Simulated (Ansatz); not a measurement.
**GaH5OSnTe2: a ladder of functionals and wavefunction methods**

One table from this session's results is given with a row withheld; the runs are named, their logs left out.

Method: functionals in def2-TZVPP, the program's frozen cores in correlated methods; program: Ansatz 0.2.0, Gaussian basis.

The runs, in order: LDA (SPW92), PBE-D4, revPBE-D4, BLYP-D4, r2SCAN-D4, B97M-V, PBE0-D4, B3LYP-D4, r2SCANh-D4, r2SCAN0-D4, HSE06-D4, BHLYP-D4, CAM-B3LYP-D4, LC-ωPBE, ωB97X-V, ωB97M-V, B2PLYP, PBE-QIDH; CCSD(T)/def2-SVP; CCSD(T)/def2-TZVPP; MP2/def2-QZVPP; extrapolation to the limit; RPA on PBE.

### Structure used throughout

An earlier PBE0-D4 in a triple-zeta def2 set relaxation fixed the geometry. Sn, Te take the def2 core potential; no spin-orbit term is included.

SMILES `[SnH3][O][Ga]([TeH])[TeH]`, 10 atoms, charge 0, spin multiplicity 1.

Atoms are counted from 1 here; the program's logs count them from 0.

Bond lengths: Sn1–O2 1.962 Å, Sn1–H6 1.712 Å, Sn1–H7 1.704 Å, Sn1–H8 1.704 Å, O2–Ga3 1.771 Å, Ga3–Te4 2.518 Å, Ga3–Te5 2.532 Å, Te4–H9 1.657 Å, Te5–H10 1.658 Å. Angles: O2–Sn1–H6 107.1°, O2–Sn1–H7 106.2°, O2–Sn1–H8 106.2°, H6–Sn1–H7 112.1°, H6–Sn1–H8 112.1°, H7–Sn1–H8 112.8°, Sn1–O2–Ga3 130.5°, O2–Ga3–Te4 117.7°, O2–Ga3–Te5 118.8°, Te4–Ga3–Te5 123.4°, Ga3–Te4–H9 89.7°, Ga3–Te5–H10 89.8°.

The first run:

Contents of in.yaml:

```yaml
crystal:
  periodic: [false, false, false]
  atoms:
    - {symbol: Sn, position_ang: [-2.231119, -0.044417, -0.207704]}
    - {symbol: O, position_ang: [-0.379413, -0.010376, -0.855208]}
    - {symbol: Ga, position_ang: [1.151130, 0.021672, 0.035769]}
    - {symbol: Te, position_ang: [3.283534, 0.063545, -1.302006]}
    - {symbol: Te, position_ang: [1.091444, 0.021685, 2.567267]}
    - {symbol: H, position_ang: [-2.165108, -0.029804, 1.503298]}
    - {symbol: H, position_ang: [-2.917956, -1.482751, -0.809106]}
    - {symbol: H, position_ang: [-2.977482, 1.354247, -0.831189]}
    - {symbol: H, position_ang: [2.396000, 0.048755, -2.701727]}
    - {symbol: H, position_ang: [2.748960, 0.057435, 2.600606]}
basis:
  gaussian: {orbitals: def2-TZVPP}
hamiltonian: {xc: lda}
output: {orbitals: {seedname: orbitals}}
```

On the command line:

```sh
> ansatz run in.yaml --threads 2 --pin off --events-out ev --progress --plain --max-ram 20480MiB --backend cuda --devices 0, --max-vram 18GiB
```

Steps of the session up to this table: LDA; PBE-D4 (GGA); revPBE-D4 (GGA); BLYP-D4 (GGA); r2SCAN-D4 (meta-GGA); B97M-V (meta-GGA); PBE0-D4 (hybrid); B3LYP-D4 (hybrid); r2SCANh-D4 (hybrid); r2SCAN0-D4 (hybrid); HSE06-D4 (hybrid); BHLYP-D4 (hybrid); CAM-B3LYP-D4 (range-separated); LC-ωPBE (range-separated); ωB97X-V (range-separated); ωB97M-V (range-separated); B2PLYP (double hybrid); PBE-QIDH (double hybrid).

One table of the session follows, with a row left open; its other results are not shown here.

It belongs to the step «Orbital energies across the functionals». 

```
  functional  HOMO (eV)  LUMO (eV)  gap (eV)
 LDA (SPW92)      -5.72      -2.54      3.17
      PBE-D4      -5.56      -2.28      3.27
   revPBE-D4      -5.51      -2.18      3.32
     BLYP-D4      -5.38      -2.21      3.17
   r2SCAN-D4      -5.82      -2.08      3.74
      B97M-V      -5.78      -2.05      3.73
     PBE0-D4      -6.57      -1.50      5.07
    B3LYP-D4      -6.34      -1.75      4.59
  r2SCANh-D4          ?          ?         ?
  r2SCAN0-D4      -6.74      -1.38      5.35
    HSE06-D4      -6.18      -1.85      4.33
    BHLYP-D4      -7.40      -0.67      6.73
CAM-B3LYP-D4      -7.73      -0.60      7.13
     LC-ωPBE      -9.02       0.51      9.54
     ωB97X-V      -8.71       0.39      9.11
     ωB97M-V      -8.60       0.19      8.78
```

Estimate the missing values for r2SCANh-D4.

Worked estimate for «HOMO (eV)». Against the share of exact exchange, r2SCAN-D4 (0, -5.82), r2SCAN0-D4 (0.25, -6.74) give a slope of -3.68 per unit share; at 0.1 the line stands at -6.19.

**Answer.** HOMO (eV): -6.18; LUMO (eV): -1.80; gap (eV): 4.38. In «HOMO (eV)» the line misses by -0.01.
